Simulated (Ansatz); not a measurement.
Runs of Ansatz 0.2.0 on CoW3. The structure is cubic, space group Pm-3m (No. 221). The conventional cell has a = 3.907 Å, b = 3.907 Å, c = 3.907 Å, α = 90.00°, β = 90.00°, γ = 90.00°. Around W (site symmetry 4/mmm) lie 8 W at 2.76 Å and 4 Co at 2.76 Å. Co (site symmetry m-3m) has 12 W at 2.76 Å as nearest neighbours. The cell comes from a database or a generator and needn't be the stable form of this composition.

```csv
task,level,k mesh,cutoff (eV),atoms under strain,gap on the mesh (eV),moment (μB),V0 of scaled cells (Å³/atom),B0 (GPa)
phonons,PBEsol,6 × 6 × 6,420,-,none,0.33,-,-
equation of state,r2SCAN,7 × 7 × 7,500,-,-,-,14.77,(a)
equation of state,PBE,7 × 7 × 7,420,-,-,-,14.82,279
elastic constants,PBEsol,6 × 6 × 6,420,relaxed,none,0.33,-,-
```

Alike in all rows: potentials or basis Ansatz PAW; spin collinear, ferromagnetic start; cell as given; smearing fermi-dirac 0.05 eV.

Problem. Estimate the missing entries.

Solution. (a) 266.

Caveats: the PAW data sets come from PBE, with cores solved anew for the run's functional, which leaves a small shift of forces and pressure (some runs); the magnetic or orbital state may not be the lowest (some runs); the PAW data sets were made with another functional, which shifts forces and pressure a little (some runs); the cell is more than 3 GPa from zero pressure, which shifts response properties (some runs); elastic constants of metals need much finer meshes, so these are rough (some runs).

A k mesh can miss the band edges, and the runs leave out spin-orbit coupling on W.

A gap of «none» marks a metal or a gap under the smearing width.
